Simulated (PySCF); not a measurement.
# Rb2 (Rb2): the cost of one run

Programs: PySCF 2.14.0, with routines of our own; each step states its level. All values are computed. Atoms count from 0.

## 1. The system as given

2 atoms, charge 0, multiplicity 1; geometry from: GFN2-xTB.

## 2. Relaxing the molecule at PBE0-D3(BJ)/def2-SVP

Job settings and geometry (Å):

```
{"job": {"xc": "PBE0", "basis": "def2-SVP", "d3": "d3bj", "grid": 1, "maxiter": 30, "shake": 0.01, "kind": "geom"}, "charge": 0, "multiplicity": 1}
Rb     1.913130    -0.028000     0.000810
Rb    -1.895640    -0.000810    -0.012930
```

On the command line:

```bash
$ OMP_NUM_THREADS=1 python heavy_run.py task.json out
```

The driver reads the jobs from task.json and runs them one after another.

**Question.** How long does this first job take on 1 thread of Intel Xeon 6975P-C, shared host, and how much memory does it need?

About 4.4 s, with a peak of 0.26 GiB.
